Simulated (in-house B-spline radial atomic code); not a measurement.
# Excited states and polarisability of Tc⁴¹⁺ by several methods

Aim: excitation energies, oscillator strengths, polarisability and C6 of Tc⁴¹⁺ by linear response on several mean fields, with the cost of each.

Method: linear response of a closed shell, each method with its own adiabatic kernel; spin-free one-electron X2C, finite nucleus; B-spline basis; no spin-orbit coupling, no double excitations; only terms of natural parity, (−1)^L, with L up to 3 are computed. Code: in-house B-spline radial atomic code version 1.

**1. Starting point**

- element: technetium (Z = 43)
- charge: +41
- configuration: 1s2
- runs: TDHF; PBE; RPBE; ωB97X; HSE06; BSE on G0W0@HF

Outer shells as boxes (Hund's rule):

Tc⁴¹⁺
```
1s [↑↓]
```

**2. TDHF**

The run's settings:

```ini
Z = 43
electrons = 2.0
configuration = 1s2
hamiltonian = x2c
method = hf
box_radius = 3.13
rms_radius = 4.411169945885085
intervals = 64
```

The run is started by

```console
$ python run_td.py task.json out
```

The settings of every run stand in task.json; they run in order.

**3. PBE**

The settings differ from step 2 so:

```diff
@@ -4,3 +4,3 @@
 hamiltonian = x2c
-method = hf
+method = pbe,pbe
 box_radius = 3.13
```

**4. RPBE**

The settings differ from step 3 so:

```diff
@@ -4,3 +4,3 @@
 hamiltonian = x2c
-method = pbe,pbe
+method = rpbe,pbe
 box_radius = 3.13
```

**5. ωB97X**

The settings differ from step 4 so:

```diff
@@ -4,3 +4,3 @@
 hamiltonian = x2c
-method = rpbe,pbe
+method = wb97x
 box_radius = 3.13
```

**6. HSE06**

The settings differ from step 5 so:

```diff
@@ -4,3 +4,3 @@
 hamiltonian = x2c
-method = wb97x
+method = hse06
 box_radius = 3.13
```

**7. BSE on G0W0@HF**

The settings differ from step 6 so:

```diff
@@ -4,3 +4,3 @@
 hamiltonian = x2c
-method = hse06
+method = bse
 box_radius = 3.13
```

What does the calculation give? Wanted: for each run, threshold; 1s→2p ¹P; 1s→2p ³P, Tamm-Dancoff; α; C6.

The runs gave:

| run | threshold (eV) | 1s→2p ¹P (eV) | 1s→2p ³P, Tamm-Dancoff (eV) | α (bohr³) | C6 (hartree bohr⁶) | time |
| --- | --- | --- | --- | --- | --- | --- |
| TDHF | 25039.2 | 18965.7 | 18926.8 | 2.456e-06 | 3.598e-09 | 0.1 s |
| PBE | 24755.0 | 18868.4 | 18830.5 | 2.468e-06 | 3.621e-09 | 0.1 s |
| RPBE | 24758.7 | 18869.4 | 18831.6 | 2.467e-06 | 3.619e-09 | 0.1 s |
| ωB97X | 24811.9 | 18893.4 | 18856.2 | 2.462e-06 | 3.609e-09 | 0.2 s |
| HSE06 | 24826.2 | 18893.2 | 18855.1 | 2.465e-06 | 3.615e-09 | 0.2 s |
| BSE on G0W0@HF | 25038.7 | 18965.2 | 18926.3 | 2.456e-06 | 3.598e-09 | 11 s |

In words: α runs from 2.46e-06 (BSE on G0W0@HF) to 2.47e-06 bohr³ (PBE). The semilocal functionals put the threshold at 24755.0 to 24758.7 eV, under Hartree-Fock's 25039.2 eV, through self-interaction. In this BSE only levels near the gap carry their own quasi-particle shift; deeper ones move rigidly and higher empty ones not at all. Spin-orbit coupling, absent here, splits and mixes these terms strongly in an ion this highly charged, so they need not match single real levels.
